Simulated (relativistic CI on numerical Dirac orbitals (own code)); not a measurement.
# Au⁴⁹⁺: how the levels respond to the fine-structure constant and the nuclear radius

How sensitive are the low transitions of Au⁴⁹⁺ to a change of α? Wanted is q = dE/dx with x = (α/α0)² − 1, and the field-shift factor by the mean square nuclear radius, for the lowest 30 levels.

Method: Dirac-Coulomb-Breit CI, KLI orbitals optimised for each configuration, derivatives by finite differences. Code: relativistic CI on numerical Dirac orbitals (own code) version 2.

### Step 1. The system

- ion: Au⁴⁹⁺ (Au L)
- nuclear charge: 79
- electrons: 30
- isotope: A = 197
- first configuration: [Ar] 3d10 4s2

The outer shells:

[Ar] 3d10 4s2
```
[Ar] core
3d [↑↓][↑↓][↑↓][↑↓][↑↓]
4s [↑↓]
```

### Step 2. Levels and derivatives

Input settings:

```ini
atom Au  Z=79  charge=49  electrons=30
nucleus A=197  rms_radius_fm=5.4371
hamiltonian dirac-coulomb  breit=on  qed=off  c_scale=1
orbitals kli  potential=per-configuration
slater_scale 1
correlation none
mixing on
configurations
  [Ar] 3d10 4s2
  [Ar] 3d10 4s 4p
  [Ar] 3d10 4p2
  [Ar] 3d10 4s 4d
  [Ar] 3d10 4s 4f
  [Ar] 3d10 4d2
  [Ar] 3d10 4p 4d
  [Ar] 3d10 4f2
end
derivatives alpha2 +-0.01 radius +-1%
```

**Question.** What will these runs give? Wanted: lowest level; largest q in size, lowest 30 levels; largest field-shift factor among them.

The runs gave:

| quantity | value |
| --- | --- |
| lowest level | 4s2 1S0 |
| largest q in size, lowest 30 levels | 3.505e+06 cm⁻¹ (4p 4d [4p3/2 4d5/2] J=2°) |
| largest field-shift factor among them | -7.57e+03 GHz/fm² (4p2 [4p3/2^2] J=0) |

Among these levels the largest q belongs to 4p 4d [4p3/2 4d5/2] J=2°, a change of configuration. K = 2q/E, the relative sensitivity of a level, hangs on the computed energy: between configurations that lie close it can be off by a factor of several.
